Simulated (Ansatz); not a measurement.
# NaHfO: the cost of one run

Program: Ansatz 0.2.0. Level of theory: DFT PBE, scalar-relativistic, plane waves, PAW. These are calculated values, not measurements.

### 1 The system as given

It takes space group P-6m2 (No. 187, hexagonal). The conventional cell has a = 3.780 Å, b = 3.780 Å, c = 4.505 Å, α = 90.00°, β = 90.00°, γ = 120.00°. Around Na (site symmetry -6m2) lie 6 Hf at 3.14 Å and 6 O at 3.14 Å. Hf (site symmetry -6m2) is surrounded by 3 O at 2.18 Å. O (site symmetry -6m2) is surrounded by 3 Hf at 2.18 Å and 6 Na at 3.14 Å.

Coordinates:

```cif
data_structure
_symmetry_space_group_name_H-M 'P 1'
_symmetry_Int_Tables_number 1
_cell_length_a 3.7805
_cell_length_b 3.7805
_cell_length_c 4.5047
_cell_angle_alpha 90.000
_cell_angle_beta 90.000
_cell_angle_gamma 120.000
_cell_volume 55.76
loop_
_atom_site_label
_atom_site_type_symbol
_atom_site_fract_x
_atom_site_fract_y
_atom_site_fract_z
_atom_site_occupancy
Na1 Na 0.00000 0.00000 0.00000 1
Hf1 Hf 0.66667 0.33333 0.50000 1
O1 O 0.33333 0.66667 0.50000 1
```

Recipe of the guess: species swapped into a database cell of BaCuGe (P-6m2, No. 187), with Na on the Ba sites, O on the Cu sites and Hf on the Ge sites. Its size is a rough estimate.

### 2 A first look at the guess

The input, input.yaml:

```yaml
crystal:
  lattice:
    - [3.78045852, 0.0, 0.0]
    - [-1.89022926, 3.27397312, 0.0]
    - [0.0, 0.0, 4.50469248]
  atoms:
    - { symbol: Na, position: [0.0, 0.0, 0.0] }
    - { symbol: Hf, position: [0.66666667, 0.33333333, 0.5] }
    - { symbol: O, position: [0.33333333, 0.66666667, 0.5] }
basis:
  ecutwfc: 420
kpoints:
  mp_grid: { grid: [6, 6, 4] }
hamiltonian:
  xc: pbe
scf:
  occupations: { method: gaussian, width: 0.1 }
  lower_state_search: "off"
output:
  forces: true
  stress: true
  eigenvalues: true
```

Command:

```sh
ansatz run input.yaml --threads 1 --pin off --max-ram 2560MiB --backend cpu --events-out ev --progress --plain --runs-dir out
```

Q: Estimate wall time and peak memory on 1 thread of Intel Xeon Gold 6455B (Sapphire Rapids), shared host.

About 1.6 s, with a peak of 0.37 GiB.
